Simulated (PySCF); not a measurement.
**A diatomic session: TbO**

One table from this session's results is given with a row withheld; the runs are named, their logs left out.

Program: PySCF 2.14.0. Level of theory: Tb x2c-TZVPall, O x2c-TZVPall, spin-free X2C with a Gaussian nucleus. These are calculated values, not measurements.

Set-up of the first run:

Settings of the job:

| Item | Value |
| --- | --- |
| atoms | Tb, O |
| charge | 0 |
| basis | Tb x2c-TZVPall, O x2c-TZVPall |
| Hamiltonian | spin-free X2C with a Gaussian nucleus |
| basis functions | 135 |
| electrons treated | 73 |
| masses in u | 158.9253, 15.9949 |
| levels | PBE0, PBE, r²SCAN, LDA, BLYP, HF, MP2, SCS-MP2 |
| grid | 80 radial by 434 angular points |
| occupations | held fixed by the projection of orbital angular momentum |
| dissociation limit | Tb + O, each in its ground configuration |
| starting distance in angstrom | 1.946 |
| values of 2S to try | 3, 5, 7 |

Launch:

```console
$ OMP_NUM_THREADS=4 python dia.py task.json out
```

Among the steps run: Input; The PBE0 curve of the state that the search chose; Excited determinants; PBE (GGA); r²SCAN (meta-GGA); LDA (local density); BLYP (GGA); UHF (mean field).

One table of the session follows, with a row left open; its other results are not shown here.

Energy (eV) from each level's lowest point:

```
R (Å)    UHF  UHF-MP2  UHF-SCS-MP2    LDA    PBE
1.535  2.048    1.977        2.033  1.629  1.873
1.607      ?        ?            ?      ?      ?
1.678  0.349    0.339        0.356  0.218  0.312
1.731  0.097    0.095        0.102  0.041  0.086
1.785  0.000    0.000        0.000  0.000  0.000
1.839  0.028    0.027        0.023  0.067  0.025
1.910  0.218    0.215        0.212  0.283  0.189
1.999  0.631    0.650        0.671  0.692  0.541
2.106  1.267    1.528        1.635  1.296  1.085
2.249  2.108    3.275        3.486  2.157  1.876
```

Estimate the missing values for R (Å) = 1.607.

Worked estimate for «UHF». A straight line through the neighbours (1.535, 2.048) and (1.678, 0.349) gives 2.048 + (0.349 − 2.048) × (1.607 − 1.535) / (1.678 − 1.535) = 1.193; a parabola fitted to 3 rows on both sides gives 1.007.

**Answer.** UHF: 0.983; UHF-MP2: 0.951; UHF-SCS-MP2: 0.986; LDA: 0.725; PBE: 0.890. In «UHF» the line misses by +0.210 and the parabola by +0.024.

Limits of these values: The state is the lowest single determinant that the PBE0 search found; with open d or f shells the true ground state can be another one. At some levels the lowest empty orbital lies below the highest filled one (the two can be of opposite spin).
